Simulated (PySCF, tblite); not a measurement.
# C4H11O2PSi: geometry, infrared bands and NMR shifts

Wanted: the infrared bands and NMR shifts of C4H11O2PSi (`C=C(C)[P@@](=O)(O)C[SiH3]`), by calculation.

Programs: tblite 0.8.0 and PySCF 2.14.0, with density-fitted response routines of our own. Each step states its level of theory. These are calculated values for one molecule in the gas phase, unless marked as measured. Atoms count from 0, in the outputs and in this text.

### 1 The starting structure

19 atoms, charge 0, multiplicity 1; geometry from: force field or distance geometry start.

Bonds of the start (Å): C0–C1 1.35, C1–C2 1.48, C1–P3 1.76, P3–O4 1.52, P3–O5 1.62, P3–C6 1.78, C6–Si7 1.84, C0–H8 1.09, C0–H9 1.10, C2–H10 1.10, C2–H11 1.09, C2–H12 1.11, O5–H13 0.97, C6–H14 1.10, C6–H15 1.09, Si7–H16 1.48, Si7–H17 1.48, Si7–H18 1.48.

### 2 Optimising the geometry with GFN2-xTB

Job settings and geometry (Å):

```
{"job": {"kind": "relax", "xc": "GFN2-xTB", "basis": "xTB"}, "charge": 0, "multiplicity": 1}
C     -1.038900     0.241000     2.026300
C     -1.007000     0.097400     0.681700
C     -1.846600     0.922400    -0.214400
P      0.032600    -1.110700    -0.064200
O      0.740700    -2.177600     0.748800
O     -0.969000    -1.885000    -1.080300
C      1.112900    -0.285900    -1.215700
Si     2.393800     0.643000    -0.278200
H     -0.430200    -0.380400     2.678600
H     -1.693100     0.977500     2.508000
H     -2.483500     0.285700    -0.851000
H     -1.236800     1.548700    -0.861100
H     -2.528900     1.591400     0.351200
H     -1.462500    -2.590300    -0.626500
H      0.536100     0.377300    -1.870000
H      1.580700    -1.040000    -1.841300
H      1.768600     1.679300     0.582200
H      3.247600    -0.241200     0.548900
H      3.273700     1.356800    -1.230400
```

Launch:

```sh
$ OMP_NUM_THREADS=1 python probes_run.py task.json out
```

This one command runs all jobs of the session in turn.

**Question.** This job is followed by: GFN2-xTB harmonic vibrations, gas phase; GIAO PBE0/pcSseg-1 NMR shielding, non-relativistic, gas phase. Predict these results of the whole session: strongest single infrared mode (GFN2-xTB); zero-point energy (GFN2-xTB); 13C shifts against TMS (PBE0/pcSseg-1); 1H shifts against TMS (PBE0/pcSseg-1, means over atoms taken as alike); 31P shifts against H3PO4 (PBE0/pcSseg-1); 17O shifts against H2O (PBE0/pcSseg-1); 29Si shifts against TMS (PBE0/pcSseg-1).

As calculated:

| quantity | value |
| --- | --- |
| strongest single infrared mode (GFN2-xTB) | 790 cm⁻¹, 473 km/mol |
| zero-point energy (GFN2-xTB) | 86.9 kcal/mol |
| 13C shifts against TMS (PBE0/pcSseg-1) | 148.5, 135.7, 20.1, 12.2 ppm |
| 1H shifts against TMS (PBE0/pcSseg-1, means over atoms taken as alike) | 6.31, 6.10, 3.88, 2.28, 1.99, 1.33, 1.25 ppm |
| 31P shifts against H3PO4 (PBE0/pcSseg-1) | 33.7 ppm |
| 17O shifts against H2O (PBE0/pcSseg-1) | 140.5, 115.5 ppm |
| 29Si shifts against TMS (PBE0/pcSseg-1) | -77.2 ppm |

Over 103 steps the energy fell by 0.357 eV; of the close pairs, C1–P3 changed most, 1.760 to 1.824 Å. All 51 modes are real, so the xTB geometry is a minimum. The strongest single mode, at 790 cm⁻¹, is spread over several atoms, Si7, C6, H16, H18 among them. GFN2-xTB is a fitted tight-binding method: band positions and strengths are rough. Its intensities can rank the bands wrongly. C1 (fully substituted alkene carbon) lies farthest downfield among carbon, at 148.5 ppm; as expected for a trigonal carbon in a double bond.
